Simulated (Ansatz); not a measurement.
C3HIS, SMILES S=C=C=CI, a geometry optimisation

Computed with the Python package of Ansatz (0.2.0).

The cells in order, each with its output:

In [1]:
```python
import ansatz as az
from ase import Atoms
import numpy as np
```

In [2]:
```python
atoms = Atoms(["S", "C", "C", "C", "I", "H"], positions=[
    (-0.4388, -3.1783, 0.5647),
    (-0.1732, -1.3866, 0.291),
    (0.0134, -0.2133, 0.107),
    (0.3594, 1.0591, -0.0614),
    (-0.7527, 2.0732, -1.4767),
    (1.0339, 1.5819, 0.5291),
])
molecule = az.Crystal.molecule_from_ase(atoms)

job = (
    molecule.calculation()
    .basis(gaussian="def2-SVP")
    .functional("b3lyp", dispersion="d3bj")
    .scf(lower_state_search="standard")
)
symbols = [site.symbol for site in molecule.cartesian_sites]
start = np.array([site.position_ang for site in molecule.cartesian_sites], dtype=float)
def progress(event):
    if event["event"] == "relax_step":
        row = event["data"]
        print(f"step {row['step']:3d}  E = {row['lagrangian_ev']:.6f} eV  max force {row['allowed_force_max_ev_ang']:.4f} eV/A")
```

In [3]:
```python
data = job.relax(force_tolerance=0.01).session().plan().execute(on_event=progress).report
end = np.array(data["positions_ang"])
```
```text
step   1  E = -22057.281308 eV  max force 11.3111 eV/A
step   2  E = -22058.261900 eV  max force 4.5935 eV/A
step   3  E = -22058.476023 eV  max force 2.2804 eV/A
step   4  E = -22058.618439 eV  max force 0.7035 eV/A
step   5  E = -22058.628037 eV  max force 0.5037 eV/A
step   6  E = -22058.636225 eV  max force 0.1552 eV/A
step   7  E = -22058.643507 eV  max force 0.0760 eV/A
step   8  E = -22058.644117 eV  max force 0.0581 eV/A
step   9  E = -22058.644705 eV  max force 0.0293 eV/A
step  10  E = -22058.645076 eV  max force 0.0127 eV/A
step  11  E = -22058.645127 eV  max force 0.0023 eV/A
```

In [4]:
```python
print(f"E = {data['free_energy_ev']:.6f} eV = {data['free_energy_ev'] / 27.211386246:.7f} Ha")
print("converged:", data["converged"], " doubts:", data["published_state_doubts"] or "none")
```
```text
E = -22058.645347 eV = -810.6402646 Ha
converged: True  doubts: none
```

In [5]:
```python
print("final positions (A) and the move of each atom")
for symbol, xyz, old in zip(symbols, end, start):
    print(f"{symbol:2s} {xyz[0]:10.5f} {xyz[1]:10.5f} {xyz[2]:10.5f}   {np.linalg.norm(xyz - old):7.4f}")
```
```text
final positions (A) and the move of each atom
S    -0.47497   -3.04698    0.52176    0.1428
C    -0.16554   -1.51866    0.32290    0.1361
C     0.10605   -0.27564    0.18129    0.1341
C     0.30705    1.00105   -0.04305    0.0803
I    -0.76226    2.14227   -1.50724    0.0761
H     1.03166    1.63396    0.47804    0.0730
```

These settings explore the input space; basis and method may be short of convergence. The end point is the stationary point reached from this start; no frequency run checks that it is a minimum, and the basis set is modest. def2 sets replace the cores of elements past krypton by effective core potentials. b3lyp holds the VWN-RPA fit, as in Gaussian; the form of ORCA and Turbomole is b3lyp5. Wall time of the script: 61 s on 1 thread of Arm Neoverse V1 (shared host), peak memory 0.28 GiB.

(Lines on the test bed's own set-up are left out of the output.)
